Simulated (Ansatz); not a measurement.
# GaPNH (singlet): wave-function methods side by side at distance Ga1–P2 = 9.539 Å, cc-pVDZ

One table from this session's results is given with a row withheld; the runs are named, their logs left out.

Program: Ansatz 0.2.0, Gaussian basis. Level of theory: cc-pVDZ, core rule «outside noble gas», up to 20 orbitals frozen. These are calculated values, not measurements.

Plan: UHF; CCSD(T) on RHF; CCSD(T) on UHF; BCCD(T) on RHF; CISD; CCSDT(Q) on RHF; CCSDT(Q) on UHF; CASSCF and MRCISD+Q, 2 electrons in 2 orbitals; CASSCF and NEVPT2, 2 electrons in 2 orbitals.

23 further runs of the same task are left out: 2 for a known fault of the program, 19 that didn't finish, 2 set aside as unsound or not needed.

## What is computed

The geometry derives from a PBE0/def2-TZVP stationary point (not a proven minimum). One bond is set to the value named and the two fragments are kept rigid. No spin-orbit coupling is included. The filled d shell of Ga may be among the frozen orbitals whatever the setting's name suggests; the logs give the count.

4 atoms, charge 0, spin multiplicity 1.

Atoms are counted from 1 here; the program's logs count them from 0.

Bond lengths: Ga1–H4 1.712 Å, P2–N3 1.484 Å.

Set-up of the first run:

The input, in.yaml:

```yaml
crystal:
  periodic: [false, false, false]
  atoms:
    - {symbol: Ga, position_ang: [0.000034, -0.165931, 5.376668]}
    - {symbol: P, position_ang: [-0.000026, -0.702212, -4.147246]}
    - {symbol: N, position_ang: [0.000011, -0.341392, -5.586570]}
    - {symbol: H, position_ang: [-0.000018, 1.209534, 4.357148]}
basis:
  gaussian: {orbitals: cc-pVDZ}
magnetization: {spin_polarized: true, initial_magnetization: 0}
hamiltonian: {xc: hf}
output: {orbitals: {seedname: orbitals}}
```

Launch:

```
ansatz run in.yaml --threads 1 --pin off --events-out ev --progress --plain --max-ram 2393MiB
```

Among the steps run: UHF; CCSD(T) on RHF; CCSD(T) on UHF; BCCD(T) on RHF; CISD; CCSDT(Q) on RHF; CCSDT(Q) on UHF; CASSCF and MRCISD+Q, 2 electrons in 2 orbitals; CASSCF and NEVPT2, 2 electrons in 2 orbitals.

One of the session's tables, all rows but one given; the rest of the session is left out.

It belongs to the step «Misses and costs». 

```
   method  from RCCSDT(Q) (meV)
      RHF              +10384.9
      UHF              +10094.7
     RMP2               +1146.9
     CISD               +1794.4
    RCCSD                +526.8
 RCCSD(T)                 +76.2
  BCCD(T)                     ?
   RCCSDT                 +69.4
RCCSDT(Q)                     0
```

Q: Estimate the row for BCCD(T) from the others.

As computed: from RCCSDT(Q) (meV): +75.4. In the column «from RCCSDT(Q) (meV)» it lies between RCCSDT (+69.4) and RCCSD(T) (+76.2).

Not comparable, so not listed: CCSD(T) on UHF; CASSCF and NEVPT2, 2 electrons in 2 orbitals (they don't share determinant, frozen orbitals or solution with the rows shown, or repeat one).

Limits of these values: The determinant is far from a pure spin state, so its energy mixes those of several spin states (harmless only where they are near-degenerate, as at dissociation). Left out of the table: CASSCF pair, MRCISD pair, MRCISD+Q pair (the active space lost an orbital or holds another state than full CI finds). Warnings: restricted reference is unstable; spin contamination. Warnings in the runs' records: passed over end.
